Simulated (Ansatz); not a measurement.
Predict the output of the script below (Ansatz 0.2.0 through its Python package).

`run_strain.py`
```python
"""Energy of TiNi under rhombohedral strain, ions carried with the cell."""

from dataclasses import dataclass
import warnings

import ansatz as az
import numpy as np


@dataclass(frozen=True)
class Options:
    filling: str = "fermi_dirac"
    cutoff_ev: int = 520
    kmesh: tuple[int, ...] = (13, 13, 10)


settings = Options()

vectors0 = np.array([
    [2.735803, 0.0, 0.0],
    [0.0, 2.735803, 0.0],
    [0.0, 0.0, 3.58141],
])
sites = [
    ("Ti", (0.5, 0.5, 0.5), 0.0),
    ("Ni", (0.0, 0.0, 0.0), 1.0),
]


def build(cell):
    crystal = az.Crystal(lattice=az.Lattice.of(cell))
    for symbol, position, moment in sites:
        crystal = crystal.atom(symbol, position, moment=moment or None)
    return crystal


def main() -> None:
    warnings.simplefilter("ignore", az.DeckWarning)

    # clamped ions: the fractional positions stay as typed
    values = np.linspace(-0.01, 0.01, 5)
    energies = []
    for d in values:
        strain = d / 2 * (np.ones((3, 3)) - np.eye(3))
        cell = vectors0 @ (np.eye(3) + strain)
        base = (
            build(cell).calculation()
            .occupations(settings.filling)  # the run then minimises F = E - TS
            .functional(az.Functional.PBESOL)
            .spin("collinear")  # spin-polarised run
            .basis(settings.cutoff_ev)  # a bare number is in eV
            .kpoints(*settings.kmesh)
        )
        r = base.run(threads=1).report
        energies.append(r["free_energy_ev"] / len(sites))
        print(f"d = {d:+.4f}  F = {energies[-1]:.5f} eV/atom")
    energies = np.array(energies)

    for value, e in zip(values, energies):
        print(f"strain {value:7.3f}   E - Emin = {1000 * (e - energies.min()):9.3f} meV/atom")
    np.savetxt("strain.csv", np.column_stack([values, energies]), fmt="%.6f", delimiter=",", header="strain,energy_eV_per_atom")
    curvature = 2 * np.polyfit(values, energies, 3)[1]
    volume = abs(np.linalg.det(vectors0)) / len(sites)
    print(f"d2E/dd2 over the volume: {curvature / volume * 160.21766:.1f} GPa")


if __name__ == "__main__":
    main()
```

```console
$ python run_strain.py
RunWarning: the starting moments were not kept: the SCF closed with an absolute magnetisation of 9.4e-6 μB, where they sum to 1 μB in size (1 site). That is at most 0.1 of that sum. Measured as dr2_m measures the in/out step, that magnetisation stands 4.2e-11 eV from none, at or under the dr2_threshold of 1.0e-7 eV: [...]
d = -0.0100  F = -4139.79479 eV/atom
d = -0.0050  F = -4139.79532 eV/atom
d = +0.0000  F = -4139.79549 eV/atom
d = +0.0050  F = -4139.79532 eV/atom
d = +0.0100  F = -4139.79482 eV/atom
strain  -0.010   E - Emin =     0.700 meV/atom
strain  -0.005   E - Emin =     0.173 meV/atom
strain   0.000   E - Emin =     0.000 meV/atom
strain   0.005   E - Emin =     0.170 meV/atom
strain   0.010   E - Emin =     0.672 meV/atom
d2E/dd2 over the volume: 164.0 GPa
```
(Warnings from the package without file and line, shortened, repeats left out.)

`strain.csv`, as written:
```csv
# strain,energy_eV_per_atom
-0.010000,-4139.794794
-0.005000,-4139.795321
0.000000,-4139.795494
0.005000,-4139.795325
0.010000,-4139.794822
```

Against the unstrained cell the energy per atom changes by +0.70 meV at one end of the scan and +0.67 meV at the other, and its second derivative over the volume is 164.0 GPa.

Total energies depend on the potentials; only differences at equal settings carry meaning. The SCF didn't keep the moments it started from (some shrank, vanished or turned); what is printed is the state reached. The curvature belongs to this strain pattern and to the cell's stress; it equals a single elastic constant only for simple patterns. In a metal a curvature from energy changes of a few meV or less hangs on mesh and smearing, in size and even in sign. This cell is a computed structure, which may not be the phase found in nature. The ions keep their fractional positions (clamped ions). The script silences the warnings on its input, which a real study should read. Run time: 5.1 min on 1 thread of Arm Neoverse V1 (shared host), peak memory 0.82 GiB.
